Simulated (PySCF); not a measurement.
# C4H12Sn (SnH3(nBu)): the cost of one run

Computed with PySCF 2.14.0, with density-fitted response routines of our own, on a single molecule in the gas phase. Atoms count from 0, in the outputs and in this text.

### 1 The molecule as given

17 atoms, charge 0, multiplicity 1; geometry from: GFN2-xTB. The atoms were then displaced at random by about 0.03 Å, so the start is not that level's minimum.

Bonds of the start (Å): Sn0–H1 1.65, Sn0–H2 1.56, Sn0–H3 1.73, Sn0–C4 2.17, C4–C5 1.49, C4–H8 1.10, C4–H9 1.11, C5–C6 1.53, C5–H10 1.07, C5–H11 1.11, C6–C7 1.50, C6–H12 1.11, C6–H13 1.05, C7–H14 1.14, C7–H15 1.13, C7–H16 1.12.

### 2 Geometry optimisation at PBE0-D3(BJ)/def2-SVP

What the job is given:

```
{"job": {"xc": "PBE0", "basis": "def2-SVP", "d3": "d3bj", "grid": 1, "maxiter": 40, "shake": 0.03, "kind": "geom"}, "charge": 0, "multiplicity": 1}
Sn     1.427820     1.832070     1.618040
H      1.366070     1.957280     3.261990
H      2.891680     1.974880     1.084740
H      0.758290     3.324490     1.070150
C      0.356530     0.126650     0.811630
C      0.324530     0.101110    -0.680030
C     -0.259200    -1.213220    -1.196480
C     -1.729170    -1.311030    -0.905400
H      0.865400    -0.717300     1.296740
H     -0.655010     0.135660     1.272500
H     -0.249460     0.928800    -1.041100
H      1.373130     0.159190    -1.039540
H     -0.232130    -1.208670    -2.309430
H      0.193290    -2.053030    -0.749410
H     -2.200690    -2.246330    -1.366550
H     -1.952990    -1.367140     0.201730
H     -2.306640    -0.424000    -1.269290
```

Run with:

```console
OMP_NUM_THREADS=1 python probes_run.py task.json out
```

One launch serves the whole session: the jobs run in the order shown.

**Question.** How long does this first job take on 1 thread of Intel Xeon at 2.50GHz, shared host, and how much memory does it need?

About 2.1 min, with a peak of 0.62 GiB.
